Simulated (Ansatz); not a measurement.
**C₂H₆ClNOSi: one species, many methods**

An exercise on one series of results from a longer session: the logs are not shown, and one member is left open.

Method: functionals in def2-TZVPP, the program's frozen cores in correlated methods; program: Ansatz 0.2.0, Gaussian basis.

The runs, in order: PBE-D4, r2SCAN-D4, PBE0-D4, B3LYP-D4, ωB97X-V, ωB97M-V, B2PLYP; CCSD(T)/def2-TZVPP; MP2/def2-QZVPP; extrapolation to the limit.

### The relaxed structure

The geometry comes from an earlier relaxation with PBE0-D4 in a triple-zeta def2 set; it is a stationary point, not always the lowest conformer.

SMILES `N=C(O)C[SiH2]Cl`, 12 atoms, charge 0, spin multiplicity 1.

Atoms are counted from 1 here; the program's logs count them from 0.

Bond lengths: N1–C2 1.263 Å, N1–H7 1.014 Å, C2–O3 1.348 Å, C2–C4 1.492 Å, O3–H8 0.967 Å, C4–Si5 1.882 Å, C4–H9 1.091 Å, C4–H10 1.094 Å, Si5–Cl6 2.059 Å, Si5–H11 1.478 Å, Si5–H12 1.481 Å. Angles: C2–N1–H7 111.7°, N1–C2–O3 119.4°, N1–C2–C4 129.4°, O3–C2–C4 111.1°, C2–O3–H8 106.2°, C2–C4–Si5 111.7°, C2–C4–H9 110.6°, C2–C4–H10 109.9°, Si5–C4–H9 108.9°, Si5–C4–H10 107.3°, H9–C4–H10 108.4°, C4–Si5–Cl6 107.7°, C4–Si5–H11 111.9°, C4–Si5–H12 110.4°, Cl6–Si5–H11 107.8°, Cl6–Si5–H12 108.0°, H11–Si5–H12 111.0°.

Set-up of the first run:

in.yaml

```yaml
crystal:
  periodic: [false, false, false]
  atoms:
    - {symbol: N, position_ang: [-0.344536, -2.071759, 0.767620]}
    - {symbol: C, position_ang: [0.291181, -0.999551, 0.566725]}
    - {symbol: O, position_ang: [1.591215, -1.056228, 0.214102]}
    - {symbol: C, position_ang: [-0.190654, 0.411358, 0.617558]}
    - {symbol: Si, position_ang: [-0.173496, 1.215199, -1.083503]}
    - {symbol: Cl, position_ang: [-1.183069, 3.003334, -0.939371]}
    - {symbol: H, position_ang: [-1.309248, -1.894093, 1.024006]}
    - {symbol: H, position_ang: [1.822110, -1.995180, 0.187129]}
    - {symbol: H, position_ang: [-1.203662, 0.456098, 1.019347]}
    - {symbol: H, position_ang: [0.463326, 1.004466, 1.263869]}
    - {symbol: H, position_ang: [1.201500, 1.507490, -1.540635]}
    - {symbol: H, position_ang: [-0.887769, 0.363867, -2.062845]}
basis:
  gaussian: {orbitals: def2-TZVPP}
hamiltonian: {xc: pbe, dispersion: d4}
output: {forces: true, orbitals: {seedname: orbitals}}
```

Command:

```console
$ ansatz run in.yaml --threads 2 --pin off --events-out ev --progress --plain --max-ram 22528MiB --backend cuda --devices 0, --max-vram 18GiB
```

Steps of the session up to this table: PBE-D4 (GGA); r2SCAN-D4 (meta-GGA); PBE0-D4 (hybrid); B3LYP-D4 (hybrid); ωB97X-V (range-separated); ωB97M-V (range-separated); B2PLYP (double hybrid); CCSD(T) in def2-TZVPP; MP2 in def2-QZVPP.

One of the session's tables, all rows but one given; the rest of the session is left out.

```
            method  atomisation energy (eV)
            PBE-D4                   48.192
         r2SCAN-D4                   47.107
           PBE0-D4                   47.137
          B3LYP-D4                   46.929
           ωB97X-V                   47.215
           ωB97M-V                   47.227
            B2PLYP                   46.411
     HF/def2-TZVPP                   33.107
    MP2/def2-TZVPP                   46.571
   CCSD/def2-TZVPP                   44.735
CCSD(T)/def2-TZVPP                   45.568
           MP2/CBS                        ?
       CCSD(T)/CBS                   46.967
```

Estimate the missing values for MP2/CBS.

**Answer.** atomisation energy (eV): 47.971. In the column «atomisation energy (eV)» it lies between ωB97M-V (47.227) and PBE-D4 (48.192).

Caveats from the session: Free atoms (1 N, 2 C, 1 O, 1 Si, 1 Cl, 6 H) were run apart at each level; the atomisation energy is their sum less the molecule, without zero-point or spin-orbit terms.
